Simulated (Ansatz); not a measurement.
# CH5ClGeSi: one species, many methods

One table from this session's results is given with a row withheld; the runs are named, their logs left out.

The runs use Ansatz 0.2.0, Gaussian basis; functionals in def2-TZVPP, the program's frozen cores in correlated methods.

Levels to be run: LDA (SPW92), PBE-D4, revPBE-D4, BLYP-D4, r2SCAN-D4, B97M-V, PBE0-D4, B3LYP-D4, r2SCANh-D4, r2SCAN0-D4, HSE06-D4, BHLYP-D4, CAM-B3LYP-D4, LC-ωPBE, ωB97X-V, ωB97M-V, B2PLYP, PBE-QIDH; CCSD(T)/def2-SVP; CCSD(T)/def2-TZVPP; MP2/def2-QZVPP; extrapolation to the limit; RPA on PBE.

### The relaxed structure

All runs share one geometry, relaxed beforehand with PBE0-D4 in a triple-zeta def2 set.

9 atoms, charge 0, spin multiplicity 1.

Atoms are counted from 1 here; the program's logs count them from 0.

Bond lengths: Cl1–C2 1.763 Å, C2–Si3 1.890 Å, C2–Ge4 2.013 Å, C2–H5 1.088 Å, Si3–Ge4 2.309 Å, Si3–H6 1.483 Å, Si3–H7 1.479 Å, Ge4–H8 1.529 Å, Ge4–H9 1.527 Å. Angles: Cl1–C2–Si3 120.6°, Cl1–C2–Ge4 121.1°, Cl1–C2–H5 110.3°, Si3–C2–Ge4 72.5°, Si3–C2–H5 115.5°, Ge4–C2–H5 112.4°, C2–Si3–Ge4 56.2°, C2–Si3–H6 117.8°, C2–Si3–H7 114.7°, Ge4–Si3–H6 124.8°, Ge4–Si3–H7 116.9°, H6–Si3–H7 113.7°, C2–Ge4–Si3 51.3°, C2–Ge4–H8 114.2°, C2–Ge4–H9 114.1°, Si3–Ge4–H8 125.0°, Si3–Ge4–H9 119.0°, H8–Ge4–H9 114.8°.

The first run:

The input, in.yaml:

```yaml
crystal:
  periodic: [false, false, false]
  atoms:
    - {symbol: Cl, position_ang: [-2.277616, 0.588912, 0.654455]}
    - {symbol: C, position_ang: [-0.818229, 0.378449, -0.312529]}
    - {symbol: Si, position_ang: [0.871949, 0.867980, 0.377843]}
    - {symbol: Ge, position_ang: [0.288234, -1.296932, -0.174691]}
    - {symbol: H, position_ang: [-1.004644, 0.667672, -1.344628]}
    - {symbol: H, position_ang: [1.729108, 1.750515, -0.450197]}
    - {symbol: H, position_ang: [0.875932, 1.213466, 1.816417]}
    - {symbol: H, position_ang: [0.581485, -1.968225, -1.517207]}
    - {symbol: H, position_ang: [-0.157721, -2.248238, 0.933536]}
basis:
  gaussian: {orbitals: def2-TZVPP}
hamiltonian: {xc: lda}
output: {orbitals: {seedname: orbitals}}
```

Started as:

```console
ansatz run in.yaml --threads 4 --pin off --events-out ev --progress --plain --max-ram 10444MiB
```

Among the steps run: LDA; PBE-D4 (GGA); revPBE-D4 (GGA); BLYP-D4 (GGA); r2SCAN-D4 (meta-GGA); B97M-V (meta-GGA); PBE0-D4 (hybrid); B3LYP-D4 (hybrid); r2SCANh-D4 (hybrid); r2SCAN0-D4 (hybrid); HSE06-D4 (hybrid); BHLYP-D4 (hybrid); CAM-B3LYP-D4 (range-separated); LC-ωPBE (range-separated); ωB97X-V (range-separated); ωB97M-V (range-separated); B2PLYP (double hybrid); PBE-QIDH (double hybrid).

One of the session's tables, all rows but one given; the rest of the session is left out.

It belongs to the step «Frontier levels by functional». 

| functional | HOMO (eV) | gap (eV) |
| --- | --- | --- |
| LDA (SPW92) | -5.90 | 4.24 |
| PBE-D4 | -5.76 | 4.31 |
| revPBE-D4 | -5.71 | 4.33 |
| BLYP-D4 | -5.60 | 4.26 |
| r2SCAN-D4 | -5.99 | 4.74 |
| B97M-V | ? | ? |
| PBE0-D4 | -6.81 | 6.20 |
| B3LYP-D4 | -6.60 | 5.76 |
| r2SCANh-D4 | -6.38 | 5.45 |
| r2SCAN0-D4 | -6.96 | 6.47 |
| HSE06-D4 | -6.42 | 5.44 |
| BHLYP-D4 | -7.70 | 7.97 |
| CAM-B3LYP-D4 | -8.02 | 8.38 |
| LC-ωPBE | -9.29 | 10.76 |
| ωB97X-V | -8.97 | 10.35 |
| ωB97M-V | -8.82 | 9.93 |

**Question.** Estimate the row for B97M-V.

As computed: HOMO (eV): -6.04; gap (eV): 4.74. In the column «HOMO (eV)» it lies between r2SCANh-D4 (-6.38) and r2SCAN-D4 (-5.99).
